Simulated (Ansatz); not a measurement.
# FH₆SbSi₂: one species, many methods

The task here is to estimate one member of a computed series from the others.

Computed with Ansatz 0.2.0, Gaussian basis. Level: functionals in def2-TZVPP, the program's frozen cores in correlated methods.

Plan: LDA (SPW92), PBE-D4, revPBE-D4, BLYP-D4, r2SCAN-D4, B97M-V, PBE0-D4, B3LYP-D4, r2SCANh-D4, r2SCAN0-D4, HSE06-D4, BHLYP-D4, CAM-B3LYP-D4, LC-ωPBE, ωB97X-V, ωB97M-V, B2PLYP, PBE-QIDH; CCSD(T)/def2-SVP; CCSD(T)/def2-TZVPP; MP2/def2-QZVPP; extrapolation to the limit; RPA on PBE.

### The geometry

An earlier PBE0-D4 in a triple-zeta def2 set relaxation fixed the geometry. Sb takes the def2 core potential; no spin-orbit term is included.

SMILES `[F][Sb]([SiH3])[SiH3]`, 10 atoms, charge 0, spin multiplicity 1.

Atoms are counted from 1 here; the program's logs count them from 0.

Bond lengths: F1–Sb2 1.939 Å, Sb2–Si3 2.586 Å, Sb2–Si4 2.586 Å, Si3–H5 1.486 Å, Si3–H6 1.485 Å, Si3–H7 1.489 Å, Si4–H8 1.486 Å, Si4–H9 1.485 Å, Si4–H10 1.489 Å. Angles: F1–Sb2–Si3 94.2°, F1–Sb2–Si4 94.2°, Si3–Sb2–Si4 88.9°, Sb2–Si3–H5 110.1°, Sb2–Si3–H6 111.2°, Sb2–Si3–H7 107.1°, H5–Si3–H6 109.8°, H5–Si3–H7 108.9°, H6–Si3–H7 109.7°, Sb2–Si4–H8 110.0°, Sb2–Si4–H9 111.2°, Sb2–Si4–H10 107.1°, H8–Si4–H9 109.8°, H8–Si4–H10 108.9°, H9–Si4–H10 109.7°.

The first run:

The input, in.yaml:

```yaml
crystal:
  periodic: [false, false, false]
  atoms:
    - {symbol: F, position_ang: [-2.154701, -1.088261, -0.835813]}
    - {symbol: Sb, position_ang: [-0.265455, -1.064532, -1.272110]}
    - {symbol: Si, position_ang: [-0.050111, 1.501404, -1.032977]}
    - {symbol: Si, position_ang: [0.498700, -1.306161, 1.186598]}
    - {symbol: H, position_ang: [-0.648652, 2.175210, -2.214145]}
    - {symbol: H, position_ang: [-0.710003, 1.981555, 0.207637]}
    - {symbol: H, position_ang: [1.404456, 1.816605, -0.983041]}
    - {symbol: H, position_ang: [0.296866, -2.704213, 1.647182]}
    - {symbol: H, position_ang: [-0.241361, -0.372969, 2.073540]}
    - {symbol: H, position_ang: [1.953359, -0.989939, 1.226229]}
basis:
  gaussian: {orbitals: def2-TZVPP}
hamiltonian: {xc: lda}
output: {orbitals: {seedname: orbitals}}
```

On the command line:

```
> ansatz run in.yaml --threads 2 --pin off --events-out ev --progress --plain --max-ram 32768MiB --backend cpu
```

Steps of the session up to this table: LDA; PBE-D4 (GGA); revPBE-D4 (GGA); BLYP-D4 (GGA); r2SCAN-D4 (meta-GGA); B97M-V (meta-GGA); PBE0-D4 (hybrid); B3LYP-D4 (hybrid); r2SCANh-D4 (hybrid); r2SCAN0-D4 (hybrid); HSE06-D4 (hybrid); BHLYP-D4 (hybrid); CAM-B3LYP-D4 (range-separated); LC-ωPBE (range-separated); ωB97X-V (range-separated); ωB97M-V (range-separated); B2PLYP (double hybrid); PBE-QIDH (double hybrid).

One of the session's tables, all rows but one given; the rest of the session is left out.

It belongs to the step «Frontier levels by functional». 

| functional | HOMO (eV) | LUMO (eV) | gap (eV) |
| --- | --- | --- | --- |
| LDA (SPW92) | -6.35 | -2.94 | 3.41 |
| PBE-D4 | -6.20 | -2.71 | 3.49 |
| revPBE-D4 | -6.15 | -2.61 | 3.54 |
| BLYP-D4 | -6.06 | -2.58 | 3.48 |
| r2SCAN-D4 | -6.45 | -2.55 | 3.90 |
| B97M-V | -6.49 | -2.62 | 3.87 |
| PBE0-D4 | -7.21 | -1.91 | 5.30 |
| B3LYP-D4 | -7.03 | -2.11 | 4.92 |
| r2SCANh-D4 | -6.82 | -2.26 | 4.56 |
| r2SCAN0-D4 | -7.37 | -1.83 | 5.54 |
| HSE06-D4 | ? | ? | ? |
| BHLYP-D4 | -8.08 | -1.03 | 7.04 |
| CAM-B3LYP-D4 | -8.38 | -0.87 | 7.50 |
| LC-ωPBE | -9.58 | 0.23 | 9.81 |
| ωB97X-V | -9.29 | 0.12 | 9.41 |
| ωB97M-V | -9.16 | -0.07 | 9.09 |

Q: Estimate the row for HSE06-D4 from the others.

As computed: HOMO (eV): -6.83; LUMO (eV): -2.29; gap (eV): 4.54. In the column «HOMO (eV)» it lies between B3LYP-D4 (-7.03) and r2SCANh-D4 (-6.82).
